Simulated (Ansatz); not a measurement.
# BGeF (triplet): wave-function methods side by side, cc-pVDZ

How much of the correlation energy of BGeF (triplet) does each wave-function method recover here?

The runs use Ansatz 0.2.0, Gaussian basis; cc-pVDZ, core rule «outside noble gas», up to 16 orbitals frozen.

Plan: UHF; CCSD(T) on ROHF; CCSD(T) on UHF; BCCD(T) on ROHF; CISD; CCSDT(Q) on ROHF; CCSDT(Q) on UHF; CASSCF and MRCISD+Q, 12 electrons in 11 orbitals; CASSCF and NEVPT2, 12 electrons in 11 orbitals.

16 further runs of the same task are left out: 8 that didn't finish, 8 set aside as unsound or not needed.

### Step 1. The geometry

The geometry is a PBE0/def2-TZVP stationary point (not a proven minimum) of the parent state, kept for this charge and spin. No spin-orbit coupling is included. The filled d shell of Ge may be among the frozen orbitals whatever the setting's name suggests; the logs give the count.

3 atoms, charge 0, spin multiplicity 3.

Atoms are counted from 1 here; the program's logs count them from 0.

Bond lengths: F1–B2 1.281 Å, B2–Ge3 1.987 Å. Angles: F1–B2–Ge3 180.0°.

### Step 2. UHF

File in.yaml:

```yaml
crystal:
  periodic: [false, false, false]
  atoms:
    - {symbol: F, position_ang: [0.000000, 0.000000, -1.516500]}
    - {symbol: B, position_ang: [0.000000, 0.000000, -0.235400]}
    - {symbol: Ge, position_ang: [0.000000, 0.000000, 1.751900]}
basis:
  gaussian: {orbitals: cc-pVDZ}
magnetization: {spin_polarized: true, initial_magnetization: 2}
hamiltonian: {xc: hf}
output: {orbitals: {seedname: orbitals}}
```

The run is started by

```
$ ansatz run in.yaml --threads 1 --pin off --events-out ev --progress --plain --max-ram 2393MiB
```

Further steps of the session: CCSD(T) on ROHF; CCSD(T) on UHF; BCCD(T) on ROHF; CISD; CCSDT(Q) on ROHF; CCSDT(Q) on UHF; CASSCF and MRCISD+Q, 12 electrons in 11 orbitals; CASSCF and NEVPT2, 12 electrons in 11 orbitals.

Q: Predict the results of all the runs planned. Wanted: UCCSDT(Q) below the RHF energy; RMP2 from UCCSDT(Q); UMP2 from UCCSDT(Q); RCCSD from UCCSDT(Q); RCCSD(T) from UCCSDT(Q); UCCSD(T) from UCCSDT(Q); RCCSDT(Q) from UCCSDT(Q); NEVPT2 valence from UCCSDT(Q); MRCISD+Q valence from UCCSDT(Q).

As calculated:

```
                         quantity                      value
   UCCSDT(Q) below the RHF energy                 -9.4416 eV
              RMP2 from UCCSDT(Q)            +21.32 kcal/mol
              UMP2 from UCCSDT(Q)            +21.75 kcal/mol
             RCCSD from UCCSDT(Q)             +7.57 kcal/mol
          RCCSD(T) from UCCSDT(Q)             +1.41 kcal/mol
          UCCSD(T) from UCCSDT(Q)             +1.33 kcal/mol
         RCCSDT(Q) from UCCSDT(Q)             +0.18 kcal/mol
    NEVPT2 valence from UCCSDT(Q)            +34.92 kcal/mol
  MRCISD+Q valence from UCCSDT(Q)             +4.54 kcal/mol
levels within 1 kcal/mol (43 meV)  RCCSDT, UCCSDT, RCCSDT(Q)
                    T1 diagnostic                      0.020
   effectively unpaired electrons                       2.01
```

RCCSD(T) lands +1.41 kcal/mol from the yardstick (0.6 % of the correlation energy). One determinant dominates. Of the multireference levels listed MRCISD+Q valence comes nearest in total energy (+4.54 kcal/mol), which doesn't show that its space is the better one. These misses are within one basis, not against nature; the frozen cores of restricted and unrestricted runs differ, which can shift their rows.
